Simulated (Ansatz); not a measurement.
# B₂O₂: ionisation energy by level of theory

How much energy removes an electron from B₂O₂ at fixed geometry? The cation is run at each level and the neutral's energy taken from earlier runs.

Program: Ansatz 0.2.0, Gaussian basis. Level of theory: unrestricted cation, the program's frozen cores in correlated methods. These are calculated values, not measurements.

The runs, in order: UKS PBE-D4/def2-TZVPP; UKS r2SCAN-D4/def2-TZVPP; UKS PBE0-D4/def2-TZVPP; UKS B3LYP-D4/def2-TZVPP; UKS wB97X-V/def2-TZVPP; UKS wB97M-V/def2-TZVPP; UKS B2PLYP/def2-TZVPP; UHF-CCSD(T)/def2-TZVPP; UHF-MP2/def2-QZVPP; extrapolation to the limit; then −ε(HOMO) from the neutral's earlier runs with LDA (SPW92), PBE-D4, revPBE-D4, BLYP-D4, r2SCAN-D4, B97M-V, PBE0-D4, B3LYP-D4, r2SCANh-D4, r2SCAN0-D4, HSE06-D4, BHLYP-D4, CAM-B3LYP-D4, LC-ωPBE, ωB97X-V, ωB97M-V.

**1. Structure used throughout**

All runs share one geometry, relaxed beforehand with PBE0-D4 in a triple-zeta def2 set.

SMILES `O=BB=O`, 4 atoms, charge 0, spin multiplicity 1.

Atoms are counted from 1 here; the program's logs count them from 0.

Bond lengths: O1–B2 1.197 Å, B2–B3 1.640 Å, B3–O4 1.197 Å. Angles: O1–B2–B3 180.0°, B2–B3–O4 180.0°.

As a file:

```mol
B2O2
  3D, bonds by distance, orders not assigned

  4  3  0  0  0  0  0  0  0  0999 V2000
   -0.7431    0.4598    1.8176 O   0  0
   -0.3023    0.1870    0.7391 B   0  0
    0.3022   -0.1869   -0.7392 B   0  0
    0.7432   -0.4599   -1.8175 O   0  0
  1  2  8  0
  2  3  8  0
  3  4  8  0
M  END
```

**2. Cation, UKS PBE-D4/def2-TZVPP**

The input, in.yaml:

```yaml
crystal:
  periodic: [false, false, false]
  atoms:
    - {symbol: O, position_ang: [-0.743108, 0.459782, 1.817605]}
    - {symbol: B, position_ang: [-0.302266, 0.187031, 0.739110]}
    - {symbol: B, position_ang: [0.302169, -0.186931, -0.739172]}
    - {symbol: O, position_ang: [0.743195, -0.459883, -1.817542]}
basis:
  gaussian: {orbitals: def2-TZVPP}
total_charge: 1
magnetization: {spin_polarized: true, initial_magnetization: 1}
hamiltonian: {xc: pbe, dispersion: d4}
```

On the command line:

```sh
> ansatz run in.yaml --threads 4 --pin off --events-out ev --progress --plain --max-ram 10444MiB
```

The runs that follow: Cation, UKS r2SCAN-D4/def2-TZVPP; Cation, UKS PBE0-D4/def2-TZVPP; Cation, UKS B3LYP-D4/def2-TZVPP; Cation, UKS wB97X-V/def2-TZVPP; Cation, UKS wB97M-V/def2-TZVPP; Cation, UKS B2PLYP (frozen core)/def2-TZVPP; Cation, UHF-CCSD(T)/def2-TZVPP; Cation, UHF-MP2/def2-QZVPP.

Before running them: what should the planned runs give, taken together? Wanted: ionisation energy, CCSD(T)/CBS; nearest functional by difference; nearest −ε(HOMO); −ε(HOMO) of PBE; T1 of the cation.

As calculated:

| quantity | value |
| --- | --- |
| ionisation energy, CCSD(T)/CBS | 14.08 eV |
| nearest functional by difference | ωB97X-V (-0.31 eV) |
| nearest −ε(HOMO) | LC-ωPBE (-0.17 eV) |
| −ε(HOMO) of PBE | 9.46 eV |
| T1 of the cation | 0.047 |

**Reading.** Energy differences with functionals land within 0.97 eV of the reference. The PBE orbital energy is 4.6 eV too small: a semilocal HOMO is no ionisation energy. Among orbital estimates LC-ωPBE comes nearest. Hartree-Fock falls 1.87 eV short, as the neutral has more correlation energy than the cation. The cation's T1 (from the report) is 0.047, above the customary mark of 0.045 for open shells, so the coupled-cluster value is less safe. The cation may have settled in a state other than its lowest; no search over hole states beyond the program's own was made.
